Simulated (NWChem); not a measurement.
# Tetragonal strain in BN (zincblende structure): splitting of valleys and valence bands

Everything below was run with NWChem. Level: LDA (Vosko), Troullier-Martins pseudopotentials (valence charges N 5, B 3), cutoff 40 Ha, shifted 4×4×4 mesh, two-atom cell, no spin-orbit coupling. The cubic cell (a = 3.595 Å, near this level's equilibrium) is stretched by 1 + δ along x and y and by (1 + δ)^−2 along z, at constant volume; symmetry keeps the atoms on their sites. The table gives the lowest empty level on the line to X along z less that along x, and the single valence level at Γ less the pair from which it splits.

```
δ       ε_zz − ε_xx  valley splitting (eV)  valence splitting (eV)
------  -----------  ---------------------  ----------------------
-0.020       0.0612                  1.098                  -0.673
-0.010       0.0303                  0.543                  -0.318
-0.005       0.0151                  0.270                  -0.155
0.005       -0.0149                 -0.267                   0.147
0.010       -0.0297                      ?                       ?
0.020       -0.0588                 -1.052                   0.541
```

The valley splitting goes as Ξᵤ(ε_zz − ε_xx) and, without spin-orbit coupling, the valence splitting as 3b(ε_zz − ε_xx). Fit both through zero and predict the withheld row.

Ξᵤ ≈ 17.9 eV and 3b ≈ -10.2 eV, so b ≈ -3.4 eV; the rows leave the lines by up to 0.057 eV. Predicted against computed: valley -0.532 against -0.532 eV, valence 0.302 against 0.286 eV.
